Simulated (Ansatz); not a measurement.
# ZrTaTe4: the cost of one run

Computed with Ansatz 0.2.0 (DFT PBEsol+U (U_eff = 5 eV on Ta d), plane waves, PAW, no spin–orbit coupling unless a run says so, unless a step's input says otherwise).

1 further run of the same task is left out (it didn't finish).

## 1. The system as given

Symmetry: P-3m1, No. 164, trigonal system. Conventional cell: a = 3.833 Å, b = 3.833 Å, c = 14.508 Å, α = 90.00°, β = 90.00°, γ = 120.00°. Ta (site symmetry -3m) is surrounded by 6 Te at 2.83 Å. Te (site symmetry 3m) is surrounded by 3 Ta at 2.83 Å. Te (site symmetry 3m) has 3 Zr at 2.90 Å as nearest neighbours. Zr (site symmetry -3m) is surrounded by 6 Te at 2.90 Å.

As a file:

```xyz
6
Lattice="3.8325 0.0000 0.0000 -1.9163 3.3191 0.0000 0.0000 0.0000 14.5082" Properties=species:S:1:pos:R:3 pbc="T T T"
Ta    0.0000    0.0000    0.0000
Te    0.0000    2.2127   12.7386
Te    0.0000    2.2127    5.3872
Te    1.9163    1.1064    9.1210
Te    1.9163    1.1064    1.7696
Zr    0.0000    0.0000    7.2541
```

An earlier series on this cell reached its lowest free state from «ferromagnetic start, free, symmetry kept, no search», perhaps among other starts.

## 2. Total moment locked at zero, no site moments, 0.00 μB per cell

Contents of input.yaml:

```yaml
crystal:
  lattice:
    - [3.83252582, 0.0, 0.0]
    - [-1.91626291, 3.31906472, 0.0]
    - [0.0, 0.0, 14.5082059]
  atoms:
    - { symbol: Ta, position: [0.0, 0.0, 0.0] }
    - { symbol: Te, position: [0.3333333333, 0.6666666667, 0.87803] }
    - { symbol: Te, position: [0.3333333333, 0.6666666667, 0.37132] }
    - { symbol: Te, position: [0.6666666667, 0.3333333333, 0.62868] }
    - { symbol: Te, position: [0.6666666667, 0.3333333333, 0.12197] }
    - { symbol: Zr, position: [0.0, 0.0, 0.5] }
basis:
  ecutwfc: 420
  ecutrho_ratio: 4
kpoints:
  mp_grid: { grid: [6, 6, 2] }
hamiltonian:
  xc: pbesol
  hubbard: { sites: [{ site: 0, l: d, u_eff: 5.0 }] }
scf:
  occupations: { method: gaussian, width: 0.05 }
  lower_state_search: "off"
  max_iter: 150
output:
  forces: true
  stress: true
  eigenvalues: true
  populations: true
  hubbard: { sites: [{ site: 0, l: d }] }
magnetization:
  spin_polarized: true
  initial_magnetization: 0.0
  spin_locking: { lock_magnetization: hard }
```

The lock stays on to the end, so the result is a constrained state.

On the command line:

```
$ ansatz run input.yaml --threads 4 --pin off --max-ram 6144MiB --backend cpu --events-out ev --progress --plain --runs-dir out
```

Q: Estimate wall time and peak memory on 4 threads of Arm Neoverse V1, shared host.

About 4.8 s, with a peak of 0.79 GiB.
